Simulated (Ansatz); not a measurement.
# YSi2Ir2: the cost of one run

Program: Ansatz 0.2.0 through its Python package. Level of theory: DFT PBEsol+D4, plane waves, PAW. These are calculated values, not measurements.

The COD entry's cell or inner coordinates are ideal or old and differ from later refinements, so a difference from it is no clean test against experiment.

### Step 1. The system

It takes space group I4/mmm (No. 139, tetragonal). Conventional cell: a = 4.050 Å, b = 4.050 Å, c = 9.905 Å, α = 90.00°, β = 90.00°, γ = 90.00°. Y (site symmetry 4/mmm) is surrounded by 8 Si at 3.12 Å and 8 Ir at 3.20 Å. Si (site symmetry 4mm) has 4 Ir at 2.37 Å and 1 Si at 2.48 Å and 4 Y at 3.12 Å as nearest neighbours. Around Ir (site symmetry -4m2) lie 4 Si at 2.37 Å.

ysi2ir2.xyz, read by the script:

```xyz
5
Lattice="-2.025 2.025 4.9525 2.025 -2.025 4.9525 2.025 2.025 -4.9525" Properties=species:S:1:pos:R:3 pbc="T T T"
Y     0.00000000    0.00000000    0.00000000
Si    0.00000000   -0.00000000    3.71437500
Si   -0.00000000    0.00000000    6.19062500
Ir    0.00000000    2.02500000    2.47625000
Ir    2.02500000    0.00000000    2.47625000
```

### Step 2. The script

Input file relax.py:

```python
'''Ionic relaxation of YSi2Ir2.'''

import json

import ansatz as az
from ase import Atoms
from ase.io import write
import matplotlib.pyplot as plt
import numpy as np

DISPERSION = 'd4'
SIGMA = 0.05
FMAX = 0.03


def main() -> None:
    ysi2ir2 = az.Crystal.from_extxyz('ysi2ir2.xyz')
    # push one atom off its site

    calc = (
        ysi2ir2.move(0, to=(-0.0073, 0.01739, 0.0)).calculation()
        .functional(az.Functional.PBESOL, dispersion=DISPERSION)
        .kpoints(7, center='gamma')
        .occupations(az.OccupationsMethod.COLD, width=SIGMA)  # the run then minimises F = E - TS
        .relax(force_tolerance=FMAX)
    )
    done = calc.run(events_out='events.ndjson')
    with open('events.ndjson') as stream:
        events = [json.loads(line) for line in stream]
    steps = [e['data'] for e in events if e['event'] == 'relax_step']
    report = done.report
    for s in steps:
        flag = '' if s['accepted'] else '  (rejected)'
        print('step %2d  E = %.5f eV  largest force component = %.4f eV/A%s' % (s['step'], s['lagrangian_ev'], s['allowed_force_max_ev_ang'], flag))

    first, last = steps[0], steps[-1]
    symbols = [site.symbol for site in done.lattice.sites]
    print(f'energy gained {first["lagrangian_ev"] - last["lagrangian_ev"]:.4f} eV in {len(steps) - 1} steps')

    print('atom   start x y z (A)              end x y z (A)')
    for symbol, a, b in zip(symbols, first['positions_ang'], last['positions_ang']):
        print(f'{symbol:3s}', ' '.join(f'{v:8.4f}' for v in a), '  ', ' '.join(f'{v:8.4f}' for v in b))

    moved = np.linalg.norm(np.array(last['positions_ang']) - np.array(first['positions_ang']), axis=1)
    print('displacement by atom (A):', ' '.join(f'{s}:{d:.3f}' for s, d in zip(symbols, moved)))

    relaxed = Atoms(symbols, positions=[site.position_ang for site in done.lattice.sites], cell=done.lattice.cell_ang, pbc=True)
    write('relaxed.vasp', relaxed, format='vasp')

    fig, (top, bottom) = plt.subplots(2, 1, sharex=True, figsize=(4.5, 4))
    top.plot([s['lagrangian_ev'] - last['lagrangian_ev'] for s in steps], 'o-')
    top.set_ylabel('E - E(final) (eV)')
    bottom.semilogy([max(s['allowed_force_max_ev_ang'], 1e-6) for s in steps], 's-')
    bottom.set(xlabel='step', ylabel='largest force (eV/A)')
    fig.tight_layout()
    fig.savefig('relax.png', dpi=100)

    n_atoms = len(report['lattice']['sites'])
    print('F =', round(report['free_energy_ev'], 4), 'eV for', n_atoms, 'atoms')
    print('E(sigma -> 0) =', round(report['energy_sigma0_ev'], 4), 'eV, TS =', round(report['entropy_ts_ev'], 5), 'eV')
    print('closed by', report['closed_by'], 'after', report['n_iterations'], 'iterations')


if __name__ == '__main__':
    main()
```

### Step 3. The input behind the calls

The engine receives this input:

```yaml
crystal:
  lattice:
    - [-2.025, 2.025, 4.9525]
    - [2.025, -2.025, 4.9525]
    - [2.025, 2.025, -4.9525]
  atoms:
    - { symbol: "Y", position: [-0.0073, 0.01739, 0.0] }
    - { symbol: Si, position: [0.375, 0.375, 0.0] }
    - { symbol: Si, position: [0.625, 0.625, 0.0] }
    - { symbol: Ir, position: [0.75, 0.25, 0.5] }
    - { symbol: Ir, position: [0.25, 0.75, 0.5] }
kpoints:
  mp_grid:
    grid: [7, 7, 7]
    shift: [0.0, 0.0, 0.0]
hamiltonian:
  xc: pbesol
  dispersion: d4
scf:
  occupations:
    method: cold
    width: 0.05
relax:
  f_tol: 0.03
```

### Step 4. Launch

Run with:

```sh
$ python relax.py
```

Q: Estimate wall time and peak memory on 1 thread of Arm Neoverse V1, shared host.

About 83 s, with a peak of 0.64 GiB.
